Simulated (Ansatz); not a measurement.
# Ti3Sn: the cost of one run

Computed with Ansatz 0.2.0 (DFT PBEsol, scalar-relativistic, plane waves, PAW, unless a step's input says otherwise).

1 further run of the same task is left out (set aside as unsound or not needed).

### 1 The system as given

Symmetry: P6_3/mmc, No. 194, hexagonal system. Conventional cell: a = 5.839 Å, b = 5.839 Å, c = 4.700 Å, α = 90.00°, β = 90.00°, γ = 120.00°. Ti (site symmetry mm2) is surrounded by 8 Ti at 2.88 to 2.96 Å and 4 Sn at 2.91 to 2.92 Å. Around Sn (site symmetry -6m2) lie 12 Ti at 2.91 to 2.92 Å.

Coordinates:

```cif
data_structure
_symmetry_space_group_name_H-M 'P 1'
_symmetry_Int_Tables_number 1
_cell_length_a 5.8393
_cell_length_b 5.8393
_cell_length_c 4.7003
_cell_angle_alpha 90.000
_cell_angle_beta 90.000
_cell_angle_gamma 120.000
_cell_volume 138.80
loop_
_atom_site_label
_atom_site_type_symbol
_atom_site_fract_x
_atom_site_fract_y
_atom_site_fract_z
_atom_site_occupancy
Ti1 Ti 0.16416 0.32833 0.75000 1
Ti2 Ti 0.67167 0.83584 0.75000 1
Ti3 Ti 0.16416 0.83584 0.75000 1
Ti4 Ti 0.83584 0.67167 0.25000 1
Ti5 Ti 0.32833 0.16416 0.25000 1
Ti6 Ti 0.83584 0.16416 0.25000 1
Sn1 Sn 0.66667 0.33333 0.75000 1
Sn2 Sn 0.33333 0.66667 0.25000 1
```

It goes back to an entry of the Materials Project.

It is the result of an earlier relaxation at this level (volume 17.35 Å³/atom; gap on the mesh: none (metal)).

### 2 Bands, states and charges

Input file input.yaml:

```yaml
crystal:
  lattice:
    - [5.8393348567, 0.0, 0.0]
    - [-2.9196674284, 5.0570123271, 0.0]
    - [0.0, 0.0, 4.7003421376]
  atoms:
    - { symbol: Ti, position: [0.1641639949, 0.3283279897, 0.75] }
    - { symbol: Ti, position: [0.6716720103, 0.8358360051, 0.75] }
    - { symbol: Ti, position: [0.1641639949, 0.8358360051, 0.75] }
    - { symbol: Ti, position: [0.8358360051, 0.6716720103, 0.25] }
    - { symbol: Ti, position: [0.3283279897, 0.1641639949, 0.25] }
    - { symbol: Ti, position: [0.8358360051, 0.1641639949, 0.25] }
    - { symbol: Sn, position: [0.6666666667, 0.3333333333, 0.75] }
    - { symbol: Sn, position: [0.3333333333, 0.6666666667, 0.25] }
basis:
  ecutwfc: 420
kpoints:
  mp_grid: { grid: [6, 6, 8] }
  band_path:
    path:
      - [[0.0, 0.0, 0.0], [0.5, 0.0, 0.0], [0.33333333, 0.33333333, 0.0], [0.0, 0.0, 0.0], [0.0, 0.0, 0.5], [0.5, 0.0, 0.5], [0.33333333, 0.33333333, 0.5], [0.0, 0.0, 0.5]]
      - [[0.5, 0.0, 0.5], [0.5, 0.0, 0.0]]
      - [[0.33333333, 0.33333333, 0.5], [0.33333333, 0.33333333, 0.0]]
    npoints: 14
hamiltonian:
  xc: pbesol
scf:
  occupations: { method: gaussian, width: 0.1 }
  n_extra_bands: 20
output:
  forces: true
  stress: true
  eigenvalues: true
  populations: true
  dos: { projected: true, de: 0.02, nscf_kmesh: { grid: [9, 9, 12] } }
  bader: true
  write_density: true
  write_potential: true
  elf: true
  volumetric_format: npy
```

Launch:

```
ansatz run input.yaml --threads 2 --pin off --max-ram 5120MiB --backend cpu --events-out ev --progress --plain --runs-dir out
```

Q: Estimate wall time and peak memory on 2 threads of Intel Xeon Platinum 8559C (Emerald Rapids), shared host.

About 45 s, with a peak of 0.98 GiB.
